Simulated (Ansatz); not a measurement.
# F₃H₄NO₂Si₂: up Jacob's ladder to CCSD(T)

Aim: compute F₃H₄NO₂Si₂ with functionals from several rungs and with coupled cluster. The yardstick is the atomisation energy at the CCSD(T) limit.

Method: functionals in def2-TZVPP, the program's frozen cores in correlated methods; program: Ansatz 0.2.0, Gaussian basis.

Plan: PBE-D4, r2SCAN-D4, PBE0-D4, B3LYP-D4, ωB97X-V, ωB97M-V, B2PLYP; CCSD(T)/def2-TZVPP; MP2/def2-QZVPP; extrapolation to the limit.

### Step 1. The relaxed structure

An earlier PBE0-D4 in a triple-zeta def2 set relaxation fixed the geometry.

SMILES `O[SiH](F)N[Si](O)(F)F`, 12 atoms, charge 0, spin multiplicity 1.

Atoms are counted from 1 here; the program's logs count them from 0.

Bond lengths: O1–Si2 1.626 Å, O1–H9 0.958 Å, Si2–F3 1.602 Å, Si2–N4 1.704 Å, Si2–H10 1.475 Å, N4–Si5 1.700 Å, N4–H11 1.012 Å, Si5–O6 1.613 Å, Si5–F7 1.582 Å, Si5–F8 1.577 Å, O6–H12 0.960 Å. Angles: Si2–O1–H9 118.9°, O1–Si2–F3 111.7°, O1–Si2–N4 105.7°, O1–Si2–H10 111.6°, F3–Si2–N4 107.4°, F3–Si2–H10 104.5°, N4–Si2–H10 115.9°, Si2–N4–Si5 128.8°, Si2–N4–H11 114.3°, Si5–N4–H11 116.8°, N4–Si5–O6 111.0°, N4–Si5–F7 108.7°, N4–Si5–F8 112.6°, O6–Si5–F7 113.1°, O6–Si5–F8 106.5°, F7–Si5–F8 104.8°, Si5–O6–H12 118.4°.

### Step 2. PBE-D4 (GGA)

in.yaml

```yaml
crystal:
  periodic: [false, false, false]
  atoms:
    - {symbol: O, position_ang: [-2.208271, 0.444417, -1.358222]}
    - {symbol: Si, position_ang: [-1.048159, 0.767374, -0.265902]}
    - {symbol: F, position_ang: [-1.508305, 0.382689, 1.219700]}
    - {symbol: N, position_ang: [0.260363, -0.245672, -0.671739]}
    - {symbol: Si, position_ang: [1.548080, -0.765934, 0.307947]}
    - {symbol: O, position_ang: [1.312084, -0.343499, 1.846132]}
    - {symbol: F, position_ang: [1.735433, -2.324883, 0.114329]}
    - {symbol: F, position_ang: [2.929691, -0.137935, -0.122278]}
    - {symbol: H, position_ang: [-2.920235, 1.073963, -1.477253]}
    - {symbol: H, position_ang: [-0.750130, 2.210254, -0.199388]}
    - {symbol: H, position_ang: [0.218602, -0.625188, -1.608568]}
    - {symbol: H, position_ang: [0.430848, -0.435576, 2.215232]}
basis:
  gaussian: {orbitals: def2-TZVPP}
hamiltonian: {xc: pbe, dispersion: d4}
output: {forces: true, orbitals: {seedname: orbitals}}
```

Launch:

```console
> ansatz run in.yaml --threads 2 --pin off --events-out ev --progress --plain --max-ram 31744MiB --backend cuda --devices 0, --max-vram 18GiB
```

Further steps of the session: r2SCAN-D4 (meta-GGA); PBE0-D4 (hybrid); B3LYP-D4 (hybrid); ωB97X-V (range-separated); ωB97M-V (range-separated); B2PLYP (double hybrid); CCSD(T) in def2-TZVPP; MP2 in def2-QZVPP.

**Question.** What will the summary of the whole plan be? Wanted: atomisation energy, CCSD(T)/CBS; farthest; mean size of error, hybrid; mean size of error, range-separated; gap, smallest and largest; T1 diagnostic; triples share of the correlation energy.

The runs gave:

| quantity | value |
| --- | --- |
| atomisation energy, CCSD(T)/CBS | 5153.4 kJ/mol |
| functionals within 25.8 kJ/mol (0.5 %) | PBE-D4, ωB97M-V |
| farthest | PBE0-D4 (-114.9 kJ/mol) |
| mean size of error, hybrid | 95.7 kJ/mol |
| mean size of error, range-separated | 24.2 kJ/mol |
| gap, smallest and largest | 6.82 eV (PBE-D4), 13.63 eV (ωB97X-V) |
| T1 diagnostic | 0.0115 |
| triples share of the correlation energy | 3.1 % |

In words: PBE-D4 misses by +12.7 kJ/mol. Double hybrids carry the basis error of their MP2 part in triple zeta, and no dispersion term here, so their miss is partly the set-up's. The reference freezes the cores and leaves out relativity and excitations past (T), so misses under about 25.8 kJ/mol can't be ranked. Hartree-Fock recovers 71 % of the binding; the rest is correlation. Orbital gaps span 6.8 to 13.6 eV; exact exchange widens them.
